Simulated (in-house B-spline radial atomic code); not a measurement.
# Be²⁺: excited configurations

Aim: the energies of several excited configurations of Be²⁺ above a reference configuration, each from its own self-consistent run.

The numbers are computed with in-house B-spline radial atomic code version 1 (non-relativistic BHandHLYP, spin-polarised, spherical fractional occupations, point nucleus, basis-set limit), except any that are marked as measured or tabulated.

**1. The atom as given**

```
element       : beryllium (Z = 4)
charge        : +2
electrons     : 2
configuration : 1s2
Hamiltonian   : non-relativistic
nucleus       : point
```

Where spins are not typed, each open shell is filled with up spins first.

**2. The base configuration**

Settings, as recorded:

```ini
Z = 4
electrons = 2.0
configuration = 1s2
hamiltonian = nr
method = bhandhlyp
spin_polarised = True
```

**3. Run with 1s1 2s1**

Settings, as recorded:

```ini
Z = 4
electrons = 2.0
configuration = 1s1 2s1
hamiltonian = nr
method = bhandhlyp
spin_polarised = True
```

**4. 1s1,0 2s1,0**

In configurations, two counts after a shell (as in p1,2) give the electrons with spin up and with spin down.

Settings, as recorded:

```ini
Z = 4
electrons = 2.0
configuration = 1s1,0 2s1,0
hamiltonian = nr
method = bhandhlyp
spin_polarised = True
```

How far above the reference does each configuration lie (order and size, in eV)?

As calculated:

| net move | configuration | 2|M_S|+1 | energy above the reference (eV) | largest <r> (bohr) |
| --- | --- | --- | --- | --- |
| 1s → 2s | 1s1 2s1 | 3 | 118.69 | 1.75 |
| 1s → 2s, spins typed | 1s1,0 2s1,0 | 3 | 118.69 | 1.75 |

At the bottom stands 1s → 2s (118.69 eV), at the top 1s → 2s, spins typed (118.69 eV). The reference has 2|M_S|+1 = 1; 2 of the configurations differ from it in spin. These are spherical averages at the typed spins, not spectroscopic levels.

Members of this set that are not shown: 2 used exact exchange with fractional occupations of an open shell, which is unsound here.
